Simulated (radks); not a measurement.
# Nuclear size and the levels of Tm

The task here is to estimate one member of a computed series from the others.

The numbers are computed with radks (a radial shooting solver on a logarithmic mesh, Libxc functionals) version 1 (Dirac Kohn-Sham, BLYP, spin-unpolarised, spherical densities, finite nucleus; open shells are shared between the two j in proportion to 2j + 1), except any that are marked as measured or tabulated.

## The atom as given

| Property | Result |
| --- | --- |
| element | thulium (Z = 69) |
| charge | 0 |
| electrons | 69 |
| configuration | [Xe] 4f13 6s2 |
| nuclear rms radius | 5.2256 fm |

Outer shells as boxes (Hund's rule):

Tm
```
[Xe] core
4f [↑↓][↑↓][↑↓][↑↓][↑↓][↑↓][↑ ]
6s [↑↓]
```

Set-up of the first run:

Input:

```text
Z 69
configuration [Xe] 4f13 6s2 5d0 6p0
relativity Dirac
functional b88,lyp
spin unpolarised
j_filling average
nucleus finite rms 5.2256 fm
c 137.035999084
```

Among the steps run: rms radius 5.2256 fm.

One table of the session follows, with a row left open; its other results are not shown here.

It belongs to the step «rms radius 5.2256 fm». From the orbitals of this run (lengths in bohr):

| level | <r> | outermost maximum (interpolated) | 90 % within | nodes |
| --- | --- | --- | --- | --- |
| 5p3/2 | 1.514 | 1.28 | 2.25 | 3 |
| 6s1/2 | 3.952 | 3.27 | 5.92 | 5 |
| 4f5/2 | ? | ? | ? | ? |
| 4f7/2 | 0.8252 | 0.498 | 1.45 | 0 |
| 6p1/2 | 5.692 | 4.49 | 8.80 | 4 |
| 6p3/2 | 6.241 | 4.92 | 9.66 | 4 |
| 5d3/2 | 3.655 | 2.08 | 6.49 | 2 |
| 5d5/2 | 3.970 | 2.20 | 7.10 | 2 |

**Question.** Estimate the row for 4f5/2.

As computed: <r>: 0.7995; outermost maximum (interpolated): 0.493; 90 % within: 1.40; nodes: 0. In the column «<r>» it is the lowest.
